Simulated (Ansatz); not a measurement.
# BFH₂O₂Si: small, medium and large basis sets

Aim: see how fast density functionals converge with the basis set for BFH₂O₂Si.

Program: Ansatz 0.2.0, Gaussian basis. Level of theory: one geometry, several basis sets. These are calculated values, not measurements.

Levels to be run: PBE0-D4/def2-SVP; ωB97M-V/def2-SVP; PBE0-D4/def2-QZVPP; ωB97M-V/def2-QZVPP; the functionals' def2-TZVPP values are taken from earlier runs.

### 1 The geometry

An earlier PBE0-D4 in a triple-zeta def2 set relaxation fixed the geometry.

7 atoms, charge 0, spin multiplicity 1.

Atoms are counted from 1 here; the program's logs count them from 0.

Bond lengths: F1–B2 1.309 Å, B2–O3 1.389 Å, B2–O5 1.389 Å, O3–Si4 1.682 Å, Si4–O5 1.682 Å, Si4–H6 1.476 Å, Si4–H7 1.476 Å. Angles: F1–B2–O3 126.2°, F1–B2–O5 126.2°, O3–B2–O5 107.6°, B2–O3–Si4 84.4°, O3–Si4–O5 83.6°, O3–Si4–H6 114.4°, O3–Si4–H7 114.4°, O5–Si4–H6 114.4°, O5–Si4–H7 114.4°, H6–Si4–H7 112.8°, B2–O5–Si4 84.4°.

### 2 PBE0-D4 in def2-SVP

in.yaml

```yaml
crystal:
  periodic: [false, false, false]
  atoms:
    - {symbol: F, position_ang: [0.056624, -1.593023, -1.912622]}
    - {symbol: B, position_ang: [0.031308, -0.756941, -0.906088]}
    - {symbol: O, position_ang: [0.072577, -1.093563, 0.441146]}
    - {symbol: Si, position_ang: [-0.008720, 0.567833, 0.688791]}
    - {symbol: O, position_ang: [-0.041452, 0.627780, -0.991541]}
    - {symbol: H, position_ang: [-1.252003, 1.026647, 1.338997]}
    - {symbol: H, position_ang: [1.202965, 1.153168, 1.295616]}
basis:
  gaussian: {orbitals: def2-SVP}
hamiltonian: {xc: pbe0, dispersion: d4}
output: {orbitals: {seedname: orbitals}}
```

Started as:

```sh
$ ansatz run in.yaml --threads 2 --pin off --events-out ev --progress --plain --max-ram 4352MiB
```

The runs that follow: ωB97M-V in def2-SVP; PBE0-D4 in def2-QZVPP; ωB97M-V in def2-QZVPP.

Q: Predict the results of all the runs planned. Wanted: PBE0-D4: double and triple zeta above quadruple; ωB97M-V: double and triple zeta above quadruple.

The runs gave:

```
                                       quantity           value
PBE0-D4: double and triple zeta above quadruple  12.78, 0.70 eV
ωB97M-V: double and triple zeta above quadruple  12.89, 0.64 eV
```

What this shows: PBE0-D4 gains 12.08 eV from double to triple zeta, then 0.70 eV more. These are total energies; as a rule much of such shifts cancels in differences, which this series doesn't test. The LUMO of ωB97M-V is positive and keeps falling with the basis (1.77 to 0.82 eV): an unbound level that the basis holds in place.
